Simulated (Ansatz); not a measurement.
Sr₃CdO₄, space group Pm-3m, band-curvature effective masses by finite differences

With the Python package of Ansatz (0.2.0).

At the Python prompt:
```pycon
>>> import warnings
>>> import ansatz as az
>>> import numpy as np
>>> warnings.simplefilter("ignore", az.DeckWarning)
>>> structure = (
...     az.Lattice.of((5.062379, 0.0, 0.0), (0.0, 5.062379, 0.0), (0.0, 0.0, 5.062379))
...     .atom("Sr", (0.5, 0.0, 0.5))
...     .atom("Sr", (0.5, 0.5, 0.0))
...     .atom("Sr", (0.0, 0.5, 0.5))
...     .atom("Cd", (0.0, 0.0, 0.0))
...     .atom("O", (0.5, 0.5, 0.5))
...     .atom("O", (0.5, 0.0, 0.0))
...     .atom("O", (0.0, 0.5, 0.0))
...     .atom("O", (0.0, 0.0, 0.5))
... )
>>> setup = structure.calculation()
>>> setup = setup.functional(az.Functional.PBESOL, dispersion="D3(BJ)").kpoints(density=2.8)
>>> setup = setup.occupations("fixed")
>>> res = setup.band_table().run(threads=1, pin="off")

>>> r = res.report
>>> type(res).__name__, type(r).__name__
('RunOutcome', 'dict')
>>> {key: value for key, value in r.items() if isinstance(value, (int, float)) and "ev" in key}
{'n_hpsi_unsolved_levels': 278, 'gap_by_band_count_ev': 0.54541905076616, 'fermi_energy_ev': 8.44350167608415, 'harris_foulkes_ev': -20914.634023504652, 'free_energy_ev': -20914.634023492774, 'internal_energy_ev': -20914.634023492774, 'lagrangian_ev': -20914.634023492774, 'energy_sigma0_ev': -20914.634023492774, 'lagrangian_sigma0_ev': -20914.634023492774, 'entropy_ts_ev': 0.0, 'loop_fermi_energy_ev': 8.44350167608415, 'occupations_fermi_energy_ev': 8.44350167608415}
>>> r["n_electrons"]
74.0
>>> levels = np.array(r["eigenvalues_ev"])
>>> filled = round(r["n_electrons"] / 2)
>>> edges = {"top filled band": (filled - 1, levels[:, filled - 1].argmax()), "lowest empty band": (filled, levels[:, filled].argmin())}
>>> gap = levels[:, filled].min() - levels[:, filled - 1].max()
>>> print(f"gap on the mesh {gap:.3f} eV")
gap on the mesh 0.545 eV
>>> if gap <= 0.05:
...     print("no gap: band-edge masses have no meaning here")
...     edges = {}
...
>>> reciprocal = 2 * np.pi * np.linalg.inv(res.lattice.cell_ang).T
>>> step = 0.04  # 1/A
>>> pairs = [(0, 1), (0, 2), (1, 2)]
>>> moves = [sign * axis for axis in np.eye(3) for sign in (-1, 1)]
>>> moves += [s1 * np.eye(3)[i] + s2 * np.eye(3)[j] for i, j in pairs for s1 in (1, -1) for s2 in (1, -1)]
>>> for name, (band, index) in edges.items():
...     together = int(np.sum(np.abs(levels[index] - levels[index, band]) < 2e-3))
...     print(name, "at k =", np.round(r["kpoints_frac"][index], 4), f"E = {levels[index, band]:.4f} eV, degeneracy {together}")
...     centre = np.array(r["kpoints_frac"][index]) @ reciprocal
...     points = [centre] + [centre + step * move for move in moves]
...     table = setup.band_structure(points, intervals=1, cartesian=True).run(threads=1, pin="off").band_structure().channels[0].eigenvalues_ev
...     if together > 1:
...         level = np.flatnonzero(np.abs(levels[index] - levels[index, band]) < 2e-3)
...         along = (table[1, level] + table[2, level] - 2 * table[0, level]) / step ** 2
...         print("  degenerate level, no single mass tensor; masses of its branches along x:", np.round(7.61996 / along, 3), "m_e")
...         continue
...     e = table[:, band]
...     hessian = np.diag((e[1:7:2] + e[2:7:2] - 2 * e[0]) / step ** 2)
...     for (i, j), (pp, pm, mp, mm) in zip(pairs, e[7:].reshape(3, 4)):
...         hessian[i, j] = hessian[j, i] = (pp - pm - mp + mm) / (4 * step ** 2)
...     curvatures, axes = np.linalg.eigh(hessian)
...     slope = (e[2:7:2] - e[1:7:2]) / (2 * step)
...     print("  slope (eV A):", np.round(slope, 3) + 0.0, "" if np.abs(slope).max() < 0.05 else "- no extremum here, so these are local curvatures and no band-edge masses")
...     for curvature, axis in zip(curvatures, axes.T):
...         print(f"  principal mass {7.61996 / curvature:8.3f} m_e along", np.round(axis, 2) + 0.0)
...
top filled band at k = [ 0.  -0.5 -0.5] E = 8.4435 eV, degeneracy 1
  slope (eV A): [0. 0. 0.]
  principal mass   -0.693 m_e along [ 0.   -0.94  0.33]
  principal mass   -0.693 m_e along [0.   0.33 0.94]
  principal mass   -8.247 m_e along [1. 0. 0.]
lowest empty band at k = [0. 0. 0.] E = 8.9889 eV, degeneracy 1
  slope (eV A): [0. 0. 0.]
  principal mass    0.158 m_e along [0.12 0.81 0.57]
  principal mass    0.158 m_e along [ 0.56  0.42 -0.71]
  principal mass    0.158 m_e along [-0.82  0.41 -0.41]
```

Total energies depend on the potentials; only differences at equal settings carry meaning. A total without «per atom» is that of the cell as typed. Semilocal gaps usually lie well under measured ones. Under fixed occupations the level called the Fermi level is the highest filled one on the SCF mesh; off the mesh a filled band can lie a little above it. The zero of the levels is a convention of the potentials, so an absolute Fermi energy is no work function. This cell is a computed structure, which may not be the phase found in nature. Gaps and levels are Kohn-Sham values on a finite set of k-points, without spin-orbit coupling. The masses are finite-difference curvatures at extrema found on a coarse mesh, which needn't be the true band edges; a step that is long against the gap makes them too heavy. Negative values are curvatures of valence bands (the hole mass is their size). Spin-orbit coupling is left out, and light masses scale with the Kohn-Sham gap. Timing: 20 s on 1 thread of Arm Neoverse V1 (shared host), peak memory 0.45 GiB.

(Lines on the test bed's own set-up are left out of the output.)
